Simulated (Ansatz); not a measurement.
# CH7AlSiSn: up Jacob's ladder to CCSD(T)

The task here is to estimate one member of a computed series from the others.

Method: functionals in def2-TZVPP, the program's frozen cores in correlated methods; program: Ansatz 0.2.0, Gaussian basis.

Plan: PBE-D4, r2SCAN-D4, PBE0-D4, B3LYP-D4, ωB97X-V, ωB97M-V, B2PLYP; CCSD(T)/def2-TZVPP; MP2/def2-QZVPP; extrapolation to the limit.

**Structure used throughout**

All runs share one geometry, relaxed beforehand with PBE0-D4 in a triple-zeta def2 set. Sn takes the def2 core potential; no spin-orbit term is included.

SMILES `[CH3][SnH]1[AlH][SiH2]1`, 11 atoms, charge 0, spin multiplicity 1.

Atoms are counted from 1 here; the program's logs count them from 0.

Bond lengths: C1–Sn2 2.148 Å, C1–H5 1.090 Å, C1–H6 1.090 Å, C1–H7 1.089 Å, Sn2–Al3 2.636 Å, Sn2–Si4 2.651 Å, Sn2–H8 1.721 Å, Al3–Si4 2.382 Å, Al3–H9 1.589 Å, Si4–H10 1.498 Å, Si4–H11 1.493 Å. Angles: Sn2–C1–H5 109.2°, Sn2–C1–H6 109.6°, Sn2–C1–H7 109.2°, H5–C1–H6 109.5°, H5–C1–H7 109.7°, H6–C1–H7 109.6°, C1–Sn2–Al3 134.5°, C1–Sn2–Si4 110.8°, C1–Sn2–H8 107.9°, Al3–Sn2–Si4 53.5°, Al3–Sn2–H8 116.2°, Si4–Sn2–H8 121.9°, Sn2–Al3–Si4 63.6°, Sn2–Al3–H9 139.4°, Si4–Al3–H9 145.6°, Sn2–Si4–Al3 62.9°, Sn2–Si4–H10 93.1°, Sn2–Si4–H11 137.6° and more.

Coordinates:

```xyz
11
charge 0, multiplicity 1
C    -1.42092    1.45355   -0.67266
Sn   -0.69770   -0.18034    0.52026
Al    1.55780   -0.68512    1.78791
Si    1.50483   -1.21360   -0.53386
H    -2.00638    1.05976   -1.50314
H    -2.04767    2.10381   -0.06218
H    -0.57333    2.01855   -1.05741
H    -2.04623   -1.15896    0.95190
H     2.05862   -1.14127    3.22558
H     1.86347    0.05957   -1.23660
H     1.87281   -2.37304   -1.39900
```

The first run:

Input file in.yaml:

```yaml
crystal:
  periodic: [false, false, false]
  atoms:
    - {symbol: C, position_ang: [-1.420920, 1.453550, -0.672659]}
    - {symbol: Sn, position_ang: [-0.697699, -0.180338, 0.520263]}
    - {symbol: Al, position_ang: [1.557804, -0.685124, 1.787910]}
    - {symbol: Si, position_ang: [1.504831, -1.213599, -0.533859]}
    - {symbol: H, position_ang: [-2.006377, 1.059760, -1.503136]}
    - {symbol: H, position_ang: [-2.047669, 2.103807, -0.062178]}
    - {symbol: H, position_ang: [-0.573331, 2.018550, -1.057413]}
    - {symbol: H, position_ang: [-2.046235, -1.158963, 0.951897]}
    - {symbol: H, position_ang: [2.058617, -1.141268, 3.225577]}
    - {symbol: H, position_ang: [1.863475, 0.059567, -1.236598]}
    - {symbol: H, position_ang: [1.872805, -2.373042, -1.399003]}
basis:
  gaussian: {orbitals: def2-TZVPP}
hamiltonian: {xc: pbe, dispersion: d4}
output: {forces: true, orbitals: {seedname: orbitals}}
```

The run is started by

```bash
ansatz run in.yaml --threads 4 --pin off --events-out ev --progress --plain --max-ram 10444MiB
```

Steps of the session up to this table: PBE-D4 (GGA); r2SCAN-D4 (meta-GGA); PBE0-D4 (hybrid); B3LYP-D4 (hybrid); ωB97X-V (range-separated); ωB97M-V (range-separated); B2PLYP (double hybrid); CCSD(T) in def2-TZVPP; MP2 in def2-QZVPP.

One of the session's tables, all rows but one given; the rest of the session is left out.

```
            method  atomisation energy (kJ/mol)
            PBE-D4                       3120.8
         r2SCAN-D4                            ?
           PBE0-D4                       3100.3
          B3LYP-D4                       3094.5
           ωB97X-V                       3133.4
           ωB97M-V                       3101.4
            B2PLYP                       3052.3
     HF/def2-TZVPP                       2260.2
    MP2/def2-TZVPP                       3021.1
   CCSD/def2-TZVPP                       3000.7
CCSD(T)/def2-TZVPP                       3048.1
           MP2/CBS                       3109.5
       CCSD(T)/CBS                       3136.4
```

Q: Estimate the row for r2SCAN-D4 from the others.

**Answer.** atomisation energy (kJ/mol): 3128.8. In the column «atomisation energy (kJ/mol)» it lies between PBE-D4 (3120.8) and ωB97X-V (3133.4).

Caveats from the session: Free atoms (1 C, 1 Sn, 1 Al, 1 Si, 7 H) were run apart at each level; the atomisation energy is their sum less the molecule, without zero-point or spin-orbit terms.
